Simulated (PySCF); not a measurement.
# Cl2H4N2Ti: the cost of one run

Method: levels as typed in each script, gas phase, geometry from GFN2-xTB; program: PySCF 2.14.0.

## Step 1: Starting geometry

SMILES `N[Ti](N)(Cl)Cl`, 9 atoms, charge 0, spin multiplicity 1.

Bond lengths: N1–Ti2 1.836 Å, N1–H6 1.021 Å, N1–H7 1.021 Å, Ti2–N3 1.836 Å, Ti2–Cl4 2.149 Å, Ti2–Cl5 2.149 Å, N3–H8 1.021 Å, N3–H9 1.021 Å. Angles: Ti2–N1–H6 125.3°, Ti2–N1–H7 125.4°, H6–N1–H7 108.4°, N1–Ti2–N3 111.5°, N1–Ti2–Cl4 108.8°, N1–Ti2–Cl5 108.9°, N3–Ti2–Cl4 108.9°, N3–Ti2–Cl5 108.9°, Cl4–Ti2–Cl5 109.8°, Ti2–N3–H8 125.3°, Ti2–N3–H9 125.3°, H8–N3–H9 108.4°.

Geometry (Å):

```mol
Cl2H4N2Ti
  3D, bonds by distance, orders not assigned

  9  8  0  0  0  0  0  0  0  0999 V2000
   -0.0013   -1.3272   -1.5177 N   0  0
    0.0001   -0.2947    0.0001 Ti  0  0
    0.0017   -1.3276    1.5175 N   0  0
   -1.7587    0.9409    0.0009 Cl  0  0
    1.7584    0.9414   -0.0006 Cl  0  0
    0.8265   -1.7330   -1.9561 H   0  0
   -0.8299   -1.7300   -1.9575 H   0  0
   -0.8260   -1.7337    1.9559 H   0  0
    0.8303   -1.7368    1.9512 H   0  0
  1  2  8  0
  2  3  8  0
  2  4  8  0
  2  5  8  0
  1  6  8  0
  1  7  8  0
  3  8  8  0
  3  9  8  0
M  END
```

## Step 2: Density, bond paths and surface potential (PBE/def2-tzvp)

input.py reads:

```python
import numpy as np
from pyscf import gto, scf, dft
from pyscf.scf import atom_ks, atom_hf
from scipy.linalg import block_diag

def solve(mol, dm0=None, hcore=None):
    mf = (dft.UKS if mol.spin else dft.RKS)(mol, xc='pbe')
    mf.grids.level = 3
    mf = mf.density_fit(auxbasis='def2-universal-jkfit')
    mf.conv_tol, mf.max_cycle = 1e-8, 80
    if hcore is not None:
        mf.get_hcore = lambda *args: hcore
    mf.kernel(dm0)
    if not mf.converged:
        mf = mf.newton().run(mf.mo_coeff, mf.mo_occ, max_cycle=30)
    assert mf.converged, 'SCF not converged'
    return mf

mol = gto.M(atom='''
N     -0.00132    -1.32720    -1.51771
Ti     0.00007    -0.29469     0.00006
N      0.00169    -1.32757     1.51754
Cl    -1.75871     0.94092     0.00093
Cl     1.75842     0.94143    -0.00055
H      0.82646    -1.73301    -1.95613
H     -0.82986    -1.72995    -1.95750
H     -0.82598    -1.73372     1.95586
H      0.83034    -1.73678     1.95119
''', basis='def2-tzvp', charge=0, spin=0, verbose=4)
mf = solve(mol)
mf.analyze()
# spherically averaged free atoms, for the promolecule
atm = atom_ks.get_atm_nrks(mol, xc='pbe')
pro = block_diag(*[(atm[a[0]][2] * atm[a[0]][3]) @ atm[a[0]][2].T for a in mol._atom])
np.savez('result.npz', e=mf.e_tot, c=mf.mo_coeff, occ=mf.mo_occ, eps=mf.mo_energy, pro=pro, dip=mf.dip_moment(verbose=0), s2=mf.spin_square()[0])
```

Command:

```sh
$ OMP_NUM_THREADS=1 python input.py
```

**Question.** How long does this run take on 1 thread of Arm Neoverse V2, shared host, and how much memory does it need?

About 44 s, with a peak of 0.7 GiB.
